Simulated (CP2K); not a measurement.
Runs of CP2K 2026.2 on SiSe. It takes space group P-6m2 (No. 187, hexagonal). The conventional cell has a = 3.595 Å, b = 3.595 Å, c = 3.599 Å, α = 90.00°, β = 90.00°, γ = 120.00°. Si (site symmetry -6m2) is surrounded by 6 Se at 2.75 Å. Se (site symmetry -6m2) has 6 Si at 2.75 Å as nearest neighbours. The cell was built by a generator and needn't be a form met in nature.

| level | gap on the mesh (eV) | pressure (GPa) |
| --- | --- | --- |
| LDA | none | -1.4 |
| PW91 | none | 1.4 |
| WC | none | (a) |
| BLYP | none | (b) |
| HLE17 | none | -1.7 |

Alike in all rows: task band structure; potentials or basis POTENTIAL_UZH Si GTH-PBE-q4, Se GTH-PBE-q6; TZVP-MOLOPT-PBE-GTH basis; no spin polarisation; cell as given; k mesh 9 × 9 × 7; smearing fermi-dirac 0.05 eV.

**Question.** Fill in the values left out.

**Answer.** (a) -0.9; (b) 7.0.

Caveats: the potentials were made for another functional, which shifts forces and pressure; the basis of atomic orbitals isn't converged, which shifts pressures, moduli and gaps; the potentials were made for a functional far from this one (some runs).

A k mesh can miss the band edges, and the runs leave out spin-orbit coupling on Se.

A gap of «none» marks a metal or a gap under the smearing width.

Runs at the PBE level aren't shown here.
